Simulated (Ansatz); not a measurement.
This script drives the Ansatz DFT code, driven from Python.

The script, `prototypes.py`:
```python
import warnings

import ansatz as az
import numpy as np
import spglib
from tabulate import tabulate


def sc(first, a):
    return (
        az.Lattice.cubic(a)
        .space_group(221)
        .atom(first, (0, 0, 0))
    )


def fcc(first, a):
    return (
        az.Lattice.fcc(a)
        .space_group(225)
        .atom(first, (0, 0, 0))
        .primitive()
    )


def bcc(a_site, a):
    return (
        az.Lattice.bcc(a)
        .space_group(229)
        .atom(a_site, (0, 0, 0))
        .primitive()
    )


def hcp(first, a):
    return (
        az.Lattice.from_parameters(a, a, 1.633 * a, alpha=90, beta=90, gamma=120)
        .space_group(194)
        .atom(first, (1 / 3, 2 / 3, 0.25))
    )


def ground_state(name, crystal):
    calc = (
        crystal.calculation()
        .functional('r2scan')
        .basis(24 * az.Ha)
        .scf(tolerance=1e-07, max_iterations=55)
        .kpoints(spacing=0.33)
        .occupations('gaussian', width=0.02)
        .stress()
        .band_table()
    )
    calc = calc.relax(force_tolerance=0.02, max_steps=30, cell=True)
    return calc.run(threads=1)

def relaxed_twice(name, crystal):
    # the second pass draws mesh and plane waves anew for the relaxed cell
    first = ground_state(name, crystal)
    again = az.Crystal(lattice=az.Lattice.of(first.lattice.cell_ang))
    for site in first.report['lattice']['sites']:
        again = again.atom(site['symbol'], site['position_frac'])
    return ground_state(name, again)


def space_group(outcome):
    sites = outcome.report['lattice']['sites']
    kinds = sorted({site['symbol'] for site in sites})
    cell = (outcome.lattice.cell_ang, [site['position_frac'] for site in sites], [kinds.index(site['symbol']) for site in sites])
    return spglib.get_spacegroup(cell, symprec=0.01)


def pressure_gpa(outcome):
    return float(np.trace(outcome.report['stress_gpa']) / 3)


def gap_ev(outcome):
    # nan where the run reports no band edges: a metal, overlapping bands, or a gap that is small against the smearing
    edges = outcome.report.get('band_edges_ev')
    return edges[1] - edges[0] if edges else float('nan')

warnings.simplefilter('ignore', az.DeckWarning)

phases = {}
phases['sc'] = sc('P', 2.53)
phases['fcc'] = fcc('P', 3.88)
phases['bcc'] = bcc('P', 3.08)
phases['hcp'] = hcp('P', 2.75)

done = {}
for name, crystal in phases.items():
    done[name] = relaxed_twice(name, crystal)
    print(f'{name}: {done[name].report["energy_sigma0_ev"]:.4f} eV, {len(done[name].lattice.sites)} atoms')

energy = {name: o.report['energy_sigma0_ev'] / len(o.lattice.sites) for name, o in done.items()}
lowest = min(energy.values())
rows = [(name, len(o.lattice.sites), 1000 * (energy[name] - lowest), space_group(o), pressure_gpa(o), gap_ev(o)) for name, o in done.items()]
rows.sort(key=lambda row: row[2])
print(tabulate(rows, headers=['phase', 'atoms', 'dE (meV/atom)', 'space group', 'P (GPa)', 'gap (eV)'], floatfmt='.4f', tablefmt='github'))
print('lowest in energy:', rows[0][0])
```

It is started by `python prototypes.py`. How long does it take on 1 thread of Arm Neoverse V1, with other jobs on the host, and how much memory does it need?

It took about 82 s, with a peak of 0.5 GiB, for 8 runs of the engine.

Output of `python prototypes.py`:
```text
sc: -758.9802 eV, 1 atoms
fcc: -758.0505 eV, 1 atoms
bcc: -758.2520 eV, 1 atoms
hcp: -1517.3301 eV, 2 atoms
| phase   |   atoms |   dE (meV/atom) | space group    |   P (GPa) |   gap (eV) |
|---------|---------|-----------------|----------------|-----------|------------|
| sc      |       1 |          0.0000 | Pm-3m (221)    |   -0.0388 |        nan |
| hcp     |       2 |        315.0776 | P6_3/mmc (194) |   -0.0027 |        nan |
| bcc     |       1 |        728.1597 | Im-3m (229)    |    0.0012 |        nan |
| fcc     |       1 |        929.6176 | Fm-3m (225)    |   -0.0084 |        nan |
lowest in energy: sc
```

Notes:
- Absolute energies stand on the zero of these potentials, so only differences at equal settings mean something.
- The program warned that this SCF threshold is loose for forces or stresses.
- Pressure is positive in compression.
- Gaps and levels are Kohn-Sham values on a finite set of k-points.
- The cells are built on prototypes, so most aren't the phase found in nature. Rows bear the name of their start, and a relaxation keeps or raises the symmetry. Differences under about 40 meV an atom lie within the error of mesh and functional.
- The script silences the warnings on its input, which a real study should read.

(Lines on the test bed's own set-up are left out of the output.)
